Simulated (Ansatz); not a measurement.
# GeB2I3: the cost of one run

Method: DFT PBE, scalar-relativistic, plane waves, PAW, in Ansatz 0.2.0.

### Step 1. The starting structure

The structure is hexagonal, space group P6/mmm (No. 191). Conventional cell: a = 4.877 Å, b = 4.877 Å, c = 9.583 Å, α = 90.00°, β = 90.00°, γ = 120.00°. Around Ge (site symmetry 6/mmm) lie 2 B at 2.65 Å. Around B (site symmetry 6mm) lie 1 I at 2.14 Å and 1 Ge at 2.65 Å. I (site symmetry -6m2) has 6 I at 2.82 Å as nearest neighbours. I (site symmetry 6/mmm) has 2 B at 2.14 Å as nearest neighbours.

As a file:

```
Ge B I
1.0
     4.87657    0.00000    0.00000
    -2.43828    4.22323    0.00000
     0.00000    0.00000    9.58273
Ge B I
1 2 3
Direct
  0.00000 0.00000 0.00000
  0.00000 0.00000 0.27656
  0.00000 0.00000 0.72344
  0.33333 0.66667 0.50000
  0.66667 0.33333 0.50000
  0.00000 0.00000 0.50000
```

The cell is invented: random cell by space group and Wyckoff sites (P6/mmm, No. 191). Its size is a rough estimate.

### Step 2. Probe: one point on a coarse mesh

File input.yaml:

```yaml
crystal:
  lattice:
    - [4.87656719, 0.0, 0.0]
    - [-2.43828359, 4.22323107, 0.0]
    - [0.0, 0.0, 9.58273356]
  atoms:
    - { symbol: Ge, position: [0.0, 0.0, 0.0] }
    - { symbol: B, position: [0.0, 0.0, 0.27656477] }
    - { symbol: B, position: [0.0, 0.0, 0.72343523] }
    - { symbol: I, position: [0.33333333, 0.66666667, 0.5] }
    - { symbol: I, position: [0.66666667, 0.33333333, 0.5] }
    - { symbol: I, position: [0.0, 0.0, 0.5] }
basis:
  ecutwfc: 420
kpoints:
  mp_grid: { grid: [6, 6, 2] }
hamiltonian:
  xc: pbe
scf:
  occupations: { method: gaussian, width: 0.1 }
  lower_state_search: "off"
output:
  forces: true
  stress: true
  eigenvalues: true
```

Command:

```bash
$ ansatz run input.yaml --threads 1 --pin off --max-ram 2560MiB --backend cpu --events-out ev --progress --plain --runs-dir out
```

Q: Estimate wall time and peak memory on 1 thread of Arm Neoverse V2, shared host.

About 6 s, with a peak of 0.46 GiB.
